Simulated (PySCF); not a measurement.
# ClGeH5OSi: the cost of one run

The runs use PySCF 2.14.0, with density-fitted response routines of our own; the level of theory stands in each step. All values are computed, except where a source is named. Atoms are numbered from 0 throughout.

## (1) The molecule as given

9 atoms, charge 0, multiplicity 1; geometry from: GFN2-xTB. The atoms were then displaced at random by about 0.01 Å, so the start is not that level's minimum.

Bonds of the start (Å): Cl0–Si1 1.98, Si1–O2 1.63, O2–Ge3 1.69, Si1–H4 1.45, Si1–H5 1.45, Ge3–H6 1.50, Ge3–H7 1.50, Ge3–H8 1.48.

## (2) Geometry optimisation at PBE0-D3(BJ)/def2-SVP

The job: settings as JSON, then the geometry in Å.

```
{"job": {"xc": "PBE0", "basis": "def2-SVP", "d3": "d3bj", "grid": 1, "shake": 0.01, "kind": "geom"}, "charge": 0, "multiplicity": 1}
Cl     1.519960     2.023380    -0.360260
Si     1.587500     0.067220    -0.046170
O      0.088240    -0.505830     0.230860
Ge    -1.576570    -0.243270     0.072600
H      2.330820    -0.198800     1.169580
H      2.097070    -0.570300    -1.249110
H     -1.892780     1.129930     0.585470
H     -2.163700    -1.327020     0.924100
H     -1.932720    -0.392470    -1.360800
```

Command:

```
$ OMP_NUM_THREADS=1 python probes_run.py task.json out
```

The driver reads the jobs from task.json and runs them one after another.

**Question.** How long does this first job take on 1 thread of Arm Neoverse V2, shared host, and how much memory does it need?

About 62 s, with a peak of 0.43 GiB.
